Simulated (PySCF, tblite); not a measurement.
**H7HfN3O2Zn, a small molecule taken as a stand-in for a surface group (zinc hydroxide): infrared bands, NMR shifts, core binding energies and electronic excitations**

What infrared bands, NMR shifts, core binding energies and electronic excitations should one expect for `[NH2][Hf]([NH2])([NH2])[O][Zn][OH]`?

Programs: tblite 0.8.0 and PySCF 2.14.0. All values are calculated, for the isolated system unless a continuum is named. Atoms count from 0, parts from 1.

## 1. Starting point

14 atoms, charge 0, multiplicity 1; geometry: distance geometry start.

## 2. Relaxing the cluster with GFN2-xTB

What the job is given:

```
{"job": {"kind": "relax", "xc": "GFN2-xTB", "basis": "xTB"}, "charge": 0, "multiplicity": 1}
O     -0.628036    -3.361852     2.045576
Zn    -0.392940    -2.386817     0.787145
O     -0.135773    -1.184030    -0.286578
Hf    -0.151710     0.809418     0.147913
N      1.383237     1.764777    -0.995356
N     -2.022527     1.638366    -0.353313
N      0.245010     1.085885     2.197890
H     -0.306422    -3.189206     2.962129
H      1.592104     1.374082    -1.908375
H      2.195111     2.115829    -0.443478
H     -2.675081     0.991231    -0.737370
H     -2.405775     2.333091     0.295260
H      1.182870     1.440934     2.450078
H     -0.530162     1.453548     2.764775
```

Level: GFN2-xTB geometry optimisation, gas phase.

The run is started by

```sh
OMP_NUM_THREADS=1 python cluster_run.py task.json out
```

This one command runs all jobs of the session in turn.

Log:

```text
step      E/eV     max force
  0    -611.74491    2.728
  1    -611.97607    1.356
  2    -612.13570    0.860
  3    -612.23299    0.463
  4    -612.24059    0.166
  5    -612.24344    0.148
  6    -612.24811    0.233
  7    -612.25358    0.256
  8    -612.25914    0.257
  9    -612.26451    0.243
 10    -612.26949    0.199
 11    -612.27356    0.180
 12    -612.27771    0.197
 13    -612.28326    0.301
 14    -612.29038    0.319
 15    -612.29834    0.263
 16    -612.30719    0.329
 17    -612.31680    0.321
 18    -612.32648    0.308
 19    -612.33594    0.255
 20    -612.34324    0.266
 21    -612.34596    0.426
 22    -612.35218    0.215
 23    -612.35773    0.329
 24    -612.37069    0.605
 25    -612.38448    0.615
 26    -612.40571    0.705
 27    -612.43007    0.597
 28    -612.44590    0.845
 29    -612.49185    0.432
 30    -612.52448    0.471
 31    -612.55583    0.536
 32    -612.57116    0.422
 33    -612.58774    0.386
 34    -612.59881    0.407
 35    -612.61141    0.274
 36    -612.62223    0.285
 37    -612.64264    0.282
 38    -612.66346    0.291
 39    -612.68371    0.319
 40    -612.70216    0.341
 41    -612.71509    0.269
 42    -612.72685    0.283
 43    -612.73919    0.370
 44    -612.75195    0.436
 45    -612.76722    0.374
 46    -612.77930    0.259
 47    -612.78790    0.235
 48    -612.79520    0.314
 49    -612.80355    0.384
 50    -612.81304    0.330
 51    -612.82518    0.287
 52    -612.83377    0.226
 53    -612.84134    0.206
 54    -612.84963    0.227
 55    -612.86044    0.239
 56    -612.86779    0.244
 57    -612.86865    0.362
 58    -612.87171    0.098
 59    -612.87245    0.082
 60    -612.87392    0.095
 61    -612.87618    0.116
 62    -612.87957    0.158
 63    -612.88368    0.185
 64    -612.88756    0.253
 65    -612.89174    0.351
 66    -612.89493    0.338
 67    -612.89988    0.262
 68    -612.90418    0.145
 69    -612.90846    0.112
 70    -612.91047    0.144
 71    -612.91251    0.150
 72    -612.91436    0.125
 73    -612.91656    0.121
 74    -612.91851    0.261
 75    -612.91960    0.486
 76    -612.92325    0.239
 77    -612.92549    0.156
 78    -612.92961    0.158
 79    -612.93296    0.152
 80    -612.93622    0.187
 81    -612.93824    0.115
 82    -612.94024    0.117
 83    -612.94129    0.096
 84    -612.94268    0.093
 85    -612.94495    0.141
 86    -612.94794    0.139
 87    -612.95083    0.237
 88    -612.95297    0.109
 89    -612.95345    0.200
 90    -612.95372    0.222
 91    -612.95531    0.075
 92    -612.95563    0.072
 93    -612.95739    0.080
 94    -612.95863    0.080
 95    -612.96091    0.219
 96    -612.96376    0.235
 97    -612.96831    0.256
 98    -612.97406    0.213
 99    -612.97951    0.434
100    -612.96217    1.042
101    -612.96411    1.161
102    -612.98884    0.702
103    -612.99955    0.371
104    -613.00405    0.235
105    -613.01406    0.213
106    -613.01753    0.312
107    -613.02055    0.104
108    -613.02312    0.171
109    -613.02563    0.155
110    -613.02900    0.135
111    -613.03099    0.210
112    -613.03135    0.384
113    -613.03343    0.078
114    -613.03405    0.056
115    -613.03560    0.102
116    -613.03617    0.076
117    -613.03654    0.055
118    -613.03692    0.058
119    -613.03746    0.085
120    -613.03803    0.073
121    -613.03856    0.062
122    -613.03900    0.043
123    -613.03939    0.054
124    -613.03977    0.056
125    -613.04014    0.045
126    -613.04052    0.060
127    -613.04103    0.067
128    -613.04178    0.094
129    -613.04265    0.094
130    -613.04330    0.065
131    -613.04368    0.038
132    -613.04389    0.032
133    -613.04406    0.058
134    -613.04425    0.052
135    -613.04446    0.051
136    -613.04464    0.040
137    -613.04478    0.038
138    -613.04493    0.045
139    -613.04507    0.046
140    -613.04519    0.048
141    -613.04527    0.045
142    -613.04533    0.035
143    -613.04540    0.023
144    -613.04547    0.017
145    -613.04553    0.018
146    -613.04559    0.021
147    -613.04564    0.019
148    -613.04570    0.017
149    -613.04577    0.023
150    -613.04585    0.028
151    -613.04594    0.024
152    -613.04601    0.021
153    -613.04607    0.019
154    -613.04610    0.017
155    -613.04613    0.017
156    -613.04614    0.011
157    -613.04616    0.007
```

It took 2.6 s on 1 thread of Arm Neoverse V2, shared host.

Along the way:

```csv
step,energy from step 0 (eV),largest force (eV/Å)
0,0.0000,2.7278
6,-0.5032,0.2326
12,-0.5328,0.1964
18,-0.5816,0.3076
24,-0.6258,0.6058
30,-0.7796,0.4702
36,-0.8773,0.2850
42,-0.9819,0.2827
48,-1.0503,0.3137
54,-1.1047,0.2266
60,-1.1290,0.0947
66,-1.1500,0.3375
72,-1.1694,0.1250
78,-1.1847,0.1580
84,-1.1978,0.0932
90,-1.2088,0.2222
96,-1.2188,0.2349
102,-1.2439,0.7023
108,-1.2782,0.1714
114,-1.2891,0.0562
120,-1.2931,0.0737
126,-1.2956,0.0599
132,-1.2990,0.0319
138,-1.3000,0.0447
144,-1.3006,0.0170
150,-1.3009,0.0284
156,-1.3012,0.0109
157,-1.3012,0.0069
```

Close pairs (by a distance rule), those that changed most:

```csv
bond,before (Å),after (Å),change (Å)
Zn1–N6,3.802,2.172,-1.630
Zn1–Hf3,3.268,2.826,-0.443
Zn1–O2,1.633,1.848,+0.216
O2–Hf3,2.040,1.855,-0.185
Hf3–H9,2.750,2.601,-0.149
O0–Zn1,1.609,1.753,+0.143
Hf3–N4,2.139,2.026,-0.113
Hf3–N6,2.106,2.193,+0.087
```

## 3. Infrared spectrum: GFN2-xTB

What the job is given:

```
{"job": {"kind": "ir", "xc": "GFN2-xTB", "basis": "xTB"}, "charge": 0, "multiplicity": 1}
O     -0.032390    -3.435426     1.635612
Zn     0.052650    -1.922272     0.755298
O     -0.125704    -1.217012    -0.943829
Hf    -0.045016     0.590561    -0.533131
N      1.542200     1.464779    -1.439689
N     -1.789338     1.507612    -1.003738
N      0.268018     0.077064     1.576251
H      0.132788    -3.438313     2.576460
H      1.389187     2.112183    -2.217748
H      2.232839     0.784120    -1.774162
H     -2.562249     0.843523    -1.120453
H     -1.833550     2.130003    -1.815505
H      1.184251     0.220381     1.999406
H     -0.413687     0.282796     2.305227
```

With the program's defaults for keys left out, this is: GFN2-xTB harmonic vibrations, gas phase.

Log:

```text
mode    cm-1     km/mol
  1      26.6      5.48
  2      46.3      2.85
  3      66.9     11.24
  4      80.5      1.05
  5      92.1      2.40
  6     105.1      0.67
  7     124.4     70.24
  8     132.7      2.88
  9     159.0     35.63
 10     192.0     73.88
 11     209.4     80.50
 12     229.8     11.24
 13     337.0     51.43
 14     343.5    107.59
 15     364.1     11.44
 16     381.5     35.39
 17     397.0    185.61
 18     450.3    179.36
 19     458.5    107.38
 20     485.6     60.39
 21     487.4    123.78
 22     499.9    154.68
 23     548.2     84.34
 24     599.6      7.43
 25     620.4    339.32
 26     674.6     38.38
 27    1494.7     28.26
 28    1509.9     15.79
 29    1511.5     41.07
 30    3254.8      3.94
 31    3259.5     12.73
 32    3286.7      4.26
 33    3291.2     14.30
 34    3337.6      2.47
 35    3342.5      1.38
 36    3672.2      9.49
```

It took 0.41 s on 1 thread of Arm Neoverse V2, shared host.

The strongest bands and the atoms that carry them:

```csv
cm⁻¹,km/mol,atoms
344,107.6,"H13 33 %, N6 22 %, H12 21 %"
397,185.6,"H10 19 %, N5 18 %, N4 15 %, H9 15 %"
450,179.4,"O0 53 %, Zn1 28 %"
487,123.8,"N4 45 %, N5 29 %"
500,154.7,"N5 36 %, N4 20 %, H10 14 %"
620,339.3,"H7 36 %, H12 29 %, H13 19 %"
```

## 4. Relaxing the molecule at PBE0-D3(BJ)/def2-SVP

What the job is given:

```
{"job": {"xc": "PBE0", "basis": "def2-SVP", "d3": "d3bj", "grid": 1, "kind": "geom", "shake": 0.01}, "charge": 0, "multiplicity": 1}
O     -0.011981    -3.460983     1.639793
Zn     0.046972    -1.926798     0.753142
O     -0.145904    -1.219331    -0.952481
Hf    -0.011786     0.592819    -0.536658
N      1.539387     1.458099    -1.450240
N     -1.793246     1.512432    -1.006124
N      0.277596     0.075066     1.576493
H      0.148247    -3.432862     2.571408
H      1.387358     2.117588    -2.198397
H      2.230143     0.781684    -1.764139
H     -2.571113     0.840606    -1.111627
H     -1.827746     2.130918    -1.808804
H      1.155969     0.230594     1.989810
H     -0.430373     0.285560     2.312233
```

Log:

```text
step   0  E = -2145.43364682  max force = 0.043357
step   1  E = -2145.44173030  max force = 0.013423
step   2  E = -2145.44450512  max force = 0.007177
step   3  E = -2145.44684200  max force = 0.006266
step   4  E = -2145.45125929  max force = 0.006479
step   5  E = -2145.45217251  max force = 0.003262
step   6  E = -2145.45277762  max force = 0.002269
step   7  E = -2145.45306605  max force = 0.001982
step   8  E = -2145.45323399  max force = 0.001220
step   9  E = -2145.45331103  max force = 0.000980
step  10  E = -2145.45333992  max force = 0.000841
step  11  E = -2145.45334863  max force = 0.000304
optimisation converged
```

Run time: 4 min. Hardware: 1 thread of Arm Neoverse V2, shared host; peak memory 0.77 GiB.

Along the way:

```csv
step,energy from step 0 (eV),largest force component (eV/Å)
0,0.0000,2.2295
1,-0.2200,0.6902
2,-0.2955,0.3691
3,-0.3591,0.3222
4,-0.4793,0.3332
5,-0.5041,0.1677
6,-0.5206,0.1167
7,-0.5284,0.1019
8,-0.5330,0.0627
9,-0.5351,0.0504
10,-0.5359,0.0432
11,-0.5361,0.0156
```

Close pairs (by a distance rule), those that changed most:

```csv
bond,before (Å),after (Å),change (Å)
Hf3–H9,2.563,2.769,+0.206
Zn1–O2,1.857,1.924,+0.067
Zn1–N6,2.177,2.117,-0.060
Hf3–N4,1.997,2.056,+0.058
Zn1–Hf3,2.831,2.886,+0.055
N6–H12,0.983,1.020,+0.037
O0–Zn1,1.773,1.799,+0.026
N6–H13,1.043,1.020,-0.022
```

The final coordinates are the input of the step that follows.

```csv
at the end point,value
"rotational constants (GHz, main isotopes)","2.762, 0.593, 0.567"
dipole moment (D),6.24
```

## 5. Shielding tensors: PBE0/def2-SVP+pcSseg-1

What the job is given:

```
{"job": {"kind": "nmr", "xc": "PBE0", "basis": {"default": "pcSseg-1", "Hf": "def2-SVP"}}, "charge": 0, "multiplicity": 1}
O      0.089003    -3.436412     1.851356
Zn     0.050080    -1.955814     0.831036
O     -0.152017    -1.427216    -1.007715
Hf    -0.078419     0.433470    -0.782034
N      1.631100     1.269493    -1.559063
N     -1.893123     1.341969    -1.104575
N      0.190827     0.086587     1.369325
H      0.229123    -3.221748     2.778837
H      1.829598     2.258907    -1.696549
H      2.392449     0.748325    -1.990580
H     -2.761075     0.854092    -1.319181
H     -2.079998     2.339194    -1.193324
H      1.080386     0.322827     1.809590
H     -0.534665     0.371940     2.027265
```

With the program's defaults for keys left out, this is: GIAO PBE0/pcSseg-1 Hf:def2-SVP NMR shielding, scalar relativity only through core potentials, gas phase.

Log:

```text
coarse grid: 59304 points
cycle   1  E = -2145.1101385225  dE = -1.245e+01  |g| = 1.786e+00  |ddm| = 7.994e+00
cycle   2  E = -2142.8086319557  dE =  2.302e+00  |g| = 3.781e+00  |ddm| = 4.570e+00
cycle   3  E = -2145.5203775492  dE = -2.712e+00  |g| = 9.671e-01  |ddm| = 3.688e+00
cycle   4  E = -2145.7030293672  dE = -1.827e-01  |g| = 2.784e-01  |ddm| = 7.974e-01
cycle   5  E = -2145.7129089430  dE = -9.880e-03  |g| = 1.134e-01  |ddm| = 1.568e-01
cycle   6  E = -2145.7143132902  dE = -1.404e-03  |g| = 2.964e-02  |ddm| = 8.059e-02
cycle   7  E = -2145.7144599649  dE = -1.467e-04  |g| = 9.155e-03  |ddm| = 1.946e-02
cycle   8  E = -2145.7144732744  dE = -1.331e-05  |g| = 3.331e-03  |ddm| = 7.438e-03
cycle   9  E = -2145.7144751053  dE = -1.831e-06  |g| = 5.850e-04  |ddm| = 2.355e-03
final grid: 121408 points
cycle  10  E = -2145.7144738695  dE =  6.768e-08  |g| = 9.358e-04  |ddm| = 1.097e-03
cycle  11  E = -2145.7144733788  dE =  4.907e-07  |g| = 1.858e-03  |ddm| = 1.702e-03
cycle  12  E = -2145.7144740249  dE = -6.461e-07  |g| = 2.449e-04  |ddm| = 1.183e-03
cycle  13  E = -2145.7144740359  dE = -1.098e-08  |g| = 5.016e-05  |ddm| = 1.680e-04
cycle  14  E = -2145.7144740363  dE = -4.588e-10  |g| = 4.641e-06  |ddm| = 3.346e-05
converged SCF energy = -2145.7144740363

GIAO shielding tensors (ppm)
atom      isotropic    diamagn.    paramagn.     s11        s22        s33       span
  0 O      367.513     384.664     -17.151    325.067    377.230    400.241     75.174
  1 Zn    1543.863    2525.484    -981.621   1230.594   1395.448   2005.548    774.955
  2 O     -149.512     394.857    -544.369   -432.085   -267.633    251.181    683.266
  3 Hf         nan         nan         nan        nan        nan        nan        nan
  4 N      147.146     321.103    -173.958    -27.745    210.557    258.624    286.369
  5 N      146.532     321.153    -174.621    -29.467    210.711    258.350    287.817
  6 N      253.721     321.070     -67.348    232.974    252.919    275.271     42.297
  7 H       31.780      31.276       0.504     22.222     26.922     46.196     23.973
  8 H       27.942      30.452      -2.510     23.907     26.190     33.730      9.823
  9 H       27.519      30.730      -3.211     23.987     25.111     33.460      9.473
 10 H       27.483      30.768      -3.285     23.949     25.097     33.402      9.453
 11 H       27.926      30.468      -2.543     23.861     26.196     33.720      9.859
 12 H       31.238      31.835      -0.597     25.194     26.377     42.142     16.948
 13 H       31.233      31.858      -0.625     25.152     26.438     42.109     16.957
```

Wall time 49 s (1 thread of Arm Neoverse V2, shared host); peak memory 0.88 GiB.

The references, computed at this level on geometries of the same kind, shield at (ppm): 1H TMS 31.27, 15N NH3 265.7, 17O H2O 334.6. Their shielding less the atom's gives the shift. The references are single molecules in the gas phase, so shifts against H2O, NH3, PH3, H3PO4 or CFCl3 are not on the usual liquid scales and can be off by tens of ppm. Atoms listed in one row are averaged.

```csv
atoms,environment,σ (ppm),δ (ppm)
H10,hydrogen on a nitrogen bonded to Hf,27.48,3.78
H9,hydrogen on a nitrogen bonded to Hf,27.52,3.75
H11,hydrogen on a nitrogen bonded to Hf,27.93,3.34
H8,hydrogen on a nitrogen bonded to Hf,27.94,3.32
"H12, H13","hydrogen on a nitrogen bonded to Hf, Zn",31.24,0.03
H7,hydrogen on an oxygen bonded to Zn,31.78,-0.51
O2,"oxygen bonded to Hf, Zn",-149.5,484.1
O0,"oxygen bonded to Zn, H",367.5,-33.0
Zn1,,1544,–
N5,"nitrogen bonded to Hf, 2 H",146.5,119.1
N4,"nitrogen bonded to Hf, 2 H",147.1,118.5
N6,"nitrogen bonded to Hf, Zn, 2 H",253.7,12.0
```

Atoms past Kr carry core potentials, so their printed shieldings have no meaning and are left out of the table.

The run also stored atomic charges by several schemes (e):

```csv
atoms,Mulliken,ESP fit
O0,-0.69,-0.85
Zn1,0.91,0.98
O2,-0.69,-0.87
Hf3,1.26,2.00
N4,-0.71,-1.46
N5,-0.71,-1.45
N6,-0.82,-1.27
```

Mayer bond orders: O0–Zn1 0.82, Zn1–O2 0.51, O2–Hf3 1.48, Hf3–N4 1.07, Hf3–N5 1.07, Hf3–N6 0.56, Zn1–N6 0.39.

With diffuse functions Mulliken charges and Mayer bond orders lose their meaning; the other schemes are steadier.

The fields below are evaluated on a grid from the run's orbitals.

Frontier orbitals at PBE0/def2-SVP+pcSseg-1, with the share of their density that lies nearest to each atom:

```csv
orbital,energy (eV),lies on
HOMO,-7.09,O0 81 %; H7 8 %
LUMO,-0.78,"Hf3 14 %; Zn1 13 %; H12, H13 about 11 % each"
```

ELF in a plane through or near 4 of the atoms.

Ten even steps from '0' (0.00) to '9' (0.99):
```
0000000000000000000000000000
0000000000000000000000000000
0000000000000000000000000000
0000000004740000000000000000
0000000019994000000000000000
0000000029983000000000000000
0000000247751000000000000000
0000000468840011111235410000
0000000378512133111267620000
0000000011188344167186840000
0000000000188344166183840000
0000000368512133111268720000
0000000368840011111245410000
0000000247752000000000000000
0000000018995000000000000000
0000000018996000000000000000
0000000003761000000000000000
0000000000000000000000000000
0000000000000000000000000000
0000000000000000000000000000
```
The map spans 13.7 Å across and 10.4 Å up, centred on the molecule. Atoms in the plane (x, y in Å): O0 (3.8, 0.0), Zn1 (2.0, 0.0), H9 (-1.8, 2.6), H10 (-1.6, -2.6).

On the surface of density 0.002 e/bohr³ the electrostatic potential runs, from the 1st to the 99th percentile, from -2.51 V near O0 to 2.66 V near Hf3.

## 6. X-ray photoelectron lines: SCAN, X2C

The job, as its differences from that of step 5:

```diff
@@ -1,2 +1,2 @@
-{"job": {"kind": "nmr", "xc": "PBE0", "basis": {"default": "pcSseg-1", "Hf": "def2-SVP"}}, "charge": 0, "multiplicity": 1}
+{"job": {"kind": "xps", "holes": 3}, "charge": 0, "multiplicity": 1}
 O      0.089003    -3.436412     1.851356
```

Method: delta-SCF UKS SCAN, pcX-2 on the ionised atom, pcseg-1 elsewhere (x2c-SVPall past Kr), spin-free X2C.

Log:

```text
ground state, core basis on atom 0 (O), 233 functions
  cycle   1  E = -17190.79890797  |g| = 1.86e+00
  cycle   2  E = -17184.31832282  |g| = 5.43e+00
  cycle   3  E = -17191.08141769  |g| = 1.18e+00
  cycle   4  E = -17191.36212479  |g| = 5.55e-01
  cycle   5  E = -17191.40138849  |g| = 2.90e-01
  cycle   6  E = -17191.41876994  |g| = 1.06e-01
  cycle   7  E = -17191.42073135  |g| = 4.60e-02
  cycle   8  E = -17191.42117262  |g| = 1.21e-02
  cycle   9  E = -17191.42119415  |g| = 5.15e-03
  cycle  10  E = -17191.42120548  |g| = 1.91e-03
  cycle  11  E = -17191.42120196  |g| = 7.33e-04
  cycle  12  E = -17191.42120014  |g| = 1.30e-04
  E(ground) = -17191.89265382 Eh
hole in O 1s of atom 0
  cycle   1  E = -17170.87066291  |g| = 2.22e+00
  cycle   2  E = -17168.00609502  |g| = 2.76e+00
  cycle   3  E = -17170.90301529  |g| = 1.26e+00
  cycle   4  E = -17171.49393874  |g| = 7.14e-01
  cycle   5  E = -17171.55079194  |g| = 6.08e-01
  cycle   6  E = -17171.68572763  |g| = 1.95e-01
  cycle   7  E = -17171.69901603  |g| = 7.29e-02
  cycle   8  E = -17171.70145219  |g| = 2.24e-02
  cycle   9  E = -17171.70160243  |g| = 1.11e-02
  cycle  10  E = -17171.70164838  |g| = 2.29e-03
  cycle  11  E = -17171.70164369  |g| = 1.80e-03
  cycle  12  E = -17171.70164937  |g| = 7.83e-04
  cycle  13  E = -17171.70164861  |g| = 2.85e-04
  E(ion) = -17172.17500679 Eh   <S^2> = 0.7633   hole on atom = 1.000   binding energy = 536.545 eV
ground state, core basis on atom 2 (O), 233 functions
  cycle   1  E = -17191.41639571  |g| = 1.24e-01
  cycle   2  E = -17191.40477945  |g| = 2.61e-01
  cycle   3  E = -17191.41682109  |g| = 6.62e-02
  cycle   4  E = -17191.41759874  |g| = 2.09e-02
  cycle   5  E = -17191.41769078  |g| = 5.26e-03
  cycle   6  E = -17191.41770431  |g| = 1.34e-03
  cycle   7  E = -17191.41770546  |g| = 3.13e-04
  E(ground) = -17191.89010323 Eh
hole in O 1s of atom 2
  cycle   1  E = -17170.85329853  |g| = 2.25e+00
  cycle   2  E = -17170.15312022  |g| = 2.38e+00
  cycle   3  E = -17171.56924940  |g| = 6.14e-01
  cycle   4  E = -17171.44576501  |g| = 7.76e-01
  cycle   5  E = -17171.71718369  |g| = 1.30e-01
  cycle   6  E = -17171.72288720  |g| = 7.55e-02
  cycle   7  E = -17171.72533700  |g| = 2.32e-02
  cycle   8  E = -17171.72557314  |g| = 5.82e-03
  cycle   9  E = -17171.72558372  |g| = 3.74e-03
  cycle  10  E = -17171.72558587  |g| = 1.57e-03
  cycle  11  E = -17171.72558628  |g| = 7.09e-04
  cycle  12  E = -17171.72558997  |g| = 2.43e-04
  E(ion) = -17172.20108289 Eh   <S^2> = 0.7669   hole on atom = 1.000   binding energy = 535.766 eV
ground state, core basis on atom 6 (N), 233 functions
  cycle   1  E = -17191.39721409  |g| = 1.50e-01
  cycle   2  E = -17191.37276125  |g| = 3.69e-01
  cycle   3  E = -17191.40014013  |g| = 4.05e-02
  cycle   4  E = -17191.40041025  |g| = 1.91e-02
  cycle   5  E = -17191.40048248  |g| = 4.94e-03
  cycle   6  E = -17191.40049079  |g| = 7.92e-04
  cycle   7  E = -17191.40050274  |g| = 2.48e-04
  E(ground) = -17191.87271119 Eh
hole in N 1s of atom 6
  cycle   1  E = -17175.80829306  |g| = 1.87e+00
  cycle   2  E = -17170.51767923  |g| = 3.31e+00
  cycle   3  E = -17175.88746345  |g| = 1.19e+00
  cycle   4  E = -17176.35335645  |g| = 6.54e-01
  cycle   5  E = -17176.46526488  |g| = 3.83e-01
  cycle   6  E = -17176.51122433  |g| = 1.91e-01
  cycle   7  E = -17176.52409563  |g| = 6.86e-02
  cycle   8  E = -17176.52599320  |g| = 2.15e-02
  cycle   9  E = -17176.52613178  |g| = 1.14e-02
  cycle  10  E = -17176.52619548  |g| = 3.35e-03
  cycle  11  E = -17176.52619491  |g| = 1.51e-03
  cycle  12  E = -17176.52619307  |g| = 4.33e-04
  E(ion) = -17176.99828015 Eh   <S^2> = 0.7660   hole on atom = 1.000   binding energy = 404.754 eV
```

Run time: 70 s. Hardware: 1 thread of Arm Neoverse V2, shared host; peak memory 0.53 GiB.

Atoms past Kr, which the light-atom basis doesn't hold, take an all-electron relativistic set.

The holes in one table. −ε is the ground-state orbital energy:

```csv
hole,stands for,environment,ΔSCF (eV),−ε (eV),⟨S²⟩
O1s on O0,O0,"oxygen bonded to Zn, H",536.54,515.2,0.763
O1s on O2,O2,"oxygen bonded to Hf, Zn",535.77,515.5,0.767
N1s on N6,N6,"nitrogen bonded to Hf, Zn, 2 H",404.75,386.1,0.766
```

(Part 1 of 2 ends here.)
